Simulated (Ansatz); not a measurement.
# CHF3O3S (triflic acid): CCSD/6-31G(d) (spherical functions)

Aim: the energy change on altering one bond length of CHF3O3S (triflic acid) at CCSD/6-31G* (spherical functions), from 2 runs. 

Program for the calculation: Ansatz 0.2.0.

115 further runs of the same task are left out: 1 that didn't finish, 114 set aside as unsound or not needed.

**1. The molecule**

CHF3O3S: 9 atoms, total charge 0, spin state singlet. As SMILES, `O=S(=O)(O)C(F)(F)F`. Geometry: relaxed at PBE0-D4/def2-TZVP. This is one conformer, not always the lowest.

Bond lengths: O1–S2 1.422 Å, S2–O3 1.414 Å, S2–O4 1.577 Å, S2–C5 1.848 Å, C5–F6 1.327 Å, C5–F7 1.320 Å, C5–F8 1.319 Å, O4–H9 0.968 Å. Some angles: O1–S2–O3 123.8°, O1–S2–O4 109.3°, O1–S2–C5 106.8°, O3–S2–O4 107.4°, O3–S2–C5 107.2°, O4–S2–C5 99.5°, S2–C5–F6 109.4°, S2–C5–F7 108.8°, S2–C5–F8 110.4°, F6–C5–F7 109.4°.

**2. A single-point energy at CCSD/6-31G(d) (spherical functions)**

Contents of run.yaml:

```yaml
crystal:
  periodic: [false, false, false]
  atoms:
    - {symbol: O, position_ang: [1.462890, -0.581870, 0.985740]}
    - {symbol: S, position_ang: [0.298500, -0.778940, 0.194370]}
    - {symbol: O, position_ang: [0.144480, -1.837650, -0.729970]}
    - {symbol: O, position_ang: [-0.972740, -0.777950, 1.128120]}
    - {symbol: C, position_ang: [0.003130, 0.796730, -0.725230]}
    - {symbol: F, position_ang: [-0.076560, 1.801740, 0.138180]}
    - {symbol: F, position_ang: [1.014380, 1.004120, -1.547510]}
    - {symbol: F, position_ang: [-1.120920, 0.723830, -1.412290]}
    - {symbol: H, position_ang: [-0.753170, -0.350000, 1.968590]}
basis:
  gaussian:
    orbitals: 6-31G_st_-spherical.json
magnetization:
  spin_polarized: false
  initial_magnetization: 0
correlation:
  method: ccsd
  frozen_orbitals: {C: 1, F: 1, H: 0, O: 1, S: 5}
accuracy: high
scf:
  omitted_lower_state_checks: [cluster_reference, increment]
```

The basis set 6-31G* is read from a file made from the Basis Set Exchange's data (not shown).

Command:

```bash
$ ansatz run run.yaml --threads 1 --pin off --max-ram 3480MiB --events-out events.jsonl --progress --plain --runs-dir runs
```

Output, cut to the lines that bear on the results:

```text
Warning: RAYON_NUM_THREADS=1 ignored (pool sized by the plan → 1); use --threads N
Functional definition: HF
  name "HF"
[...]
2686 factors; integrals over basis functions are off by at most 6.4e-9 eV
[...]
mean field -26089.20155812 eV, -958.7604733650 hartree, gradient 2.8e-8 eV, S^2 0.000000; 0 other end points of the search recorded, 0 dependent functions left out
12 core orbitals not correlated: weight in the atoms' cores, before any rotation towards them, 1.000 or more for the frozen orbitals, at most 0.000 for the correlated occupied ones
reference -26089.20155812 eV, -958.7604733650 hartree; 25, 25 occupied and 81, 81 virtual orbitals, 2686 factors
second order -35.43557423 eV of doubles, -0.00000000 eV of singles
cycle   1  -34.59889806 eV  change    8.4e-1 eV  update   1.5e-1
[...]
cycle  20  -35.67423193 eV  change    1.4e-9 eV  update   4.9e-9
Total energy: -26124.87579005 eV, -960.0714772076 hartree
Checks for a lower state left out: cluster_reference, increment
```

Wall time 90 s (1 thread of Intel Xeon Platinum 8259CL at 2.50GHz (Skylake/Cascade Lake), shared host); peak memory 1.3 GiB.

**3. The distorted shape, same level**

Contents of job.yaml:

```yaml
crystal:
  periodic: [false, false, false]
  atoms:
    - {symbol: O, position_ang: [1.551503, -1.054580, 1.261625]}
    - {symbol: S, position_ang: [0.387113, -1.251650, 0.470255]}
    - {symbol: O, position_ang: [0.233093, -2.310360, -0.454085]}
    - {symbol: O, position_ang: [-0.884127, -1.250660, 1.404005]}
    - {symbol: C, position_ang: [0.003130, 0.796730, -0.725230]}
    - {symbol: F, position_ang: [-0.076560, 1.801740, 0.138180]}
    - {symbol: F, position_ang: [1.014380, 1.004120, -1.547510]}
    - {symbol: F, position_ang: [-1.120920, 0.723830, -1.412290]}
    - {symbol: H, position_ang: [-0.664557, -0.822710, 2.244475]}
basis:
  gaussian:
    orbitals: 6-31G_st_-spherical.json
correlation:
  method: ccsd
  frozen_orbitals: {C: 1, F: 1, H: 0, O: 1, S: 5}
accuracy: high
scf:
  omitted_lower_state_checks: [cluster_reference, increment]
```

The basis set 6-31G* is read from a file made from the Basis Set Exchange's data (not shown).

Command:

```bash
$ ansatz run job.yaml --threads 1 --pin off --max-ram 3480MiB --events-out events.jsonl --progress --plain --runs-dir runs
```

Output, cut to the lines that bear on the results:

```text
Warning: RAYON_NUM_THREADS=1 ignored (pool sized by the plan → 1); use --threads N
Functional definition: HF
  name "HF"
[...]
2633 factors; integrals over basis functions are off by at most 4.4e-9 eV
[...]
mean field -26087.17763421 eV, -958.6860955333 hartree, gradient 2.5e-8 eV, S^2 0.000000; 0 other end points of the search recorded, 0 dependent functions left out; unrestricted orbitals would lower it
12 core orbitals not correlated: weight in the atoms' cores, before any rotation towards them, 1.000 or more for the frozen orbitals, at most 0.000 for the correlated occupied ones
reference -26087.17763421 eV, -958.6860955333 hartree; 25, 25 occupied and 81, 81 virtual orbitals, 2633 factors
second order -36.04411411 eV of doubles, -0.00000000 eV of singles
cycle   1  -34.99341556 eV  change     1.1e0 eV  update   1.7e-1
[...]
cycle  24  -36.19505580 eV  change    1.2e-9 eV  update   2.0e-9
Total energy: -26123.37269001 eV, -960.0162392999 hartree
Checks for a lower state left out: cluster_reference, increment
```

Wall time 1.9 min (1 thread of Intel Xeon Platinum 8259CL at 2.50GHz (Skylake/Cascade Lake), shared host); peak memory 1.3 GiB.

**4. Summary of results**

At CCSD/6-31G* (spherical functions), 12 core orbitals frozen:

| quantity | value |
| --- | --- |
| first shape: total energy | -960.07148 Eh |
| first shape: correlation energy (12 core orbitals frozen) | -1311.0 mEh |
| first shape: T1 diagnostic | 0.015 |
| distorted shape: total energy | -960.01624 Eh |
| distorted shape: correlation energy (12 core orbitals frozen) | -1330.1 mEh |
| distorted shape: T1 diagnostic | 0.016 |
| energy change with the S2–C5 bond stretched from 1.848 to 2.403 Å | 1.503 eV |

In words: With the S2–C5 bond stretched from 1.848 to 2.403 Å the energy rises by 1.50 eV (145 kJ/mol). The first shape isn't relaxed at this level, so the change isn't measured from a minimum. The restricted solution (distorted shape) is unstable to spin breaking: an unrestricted one lies lower.
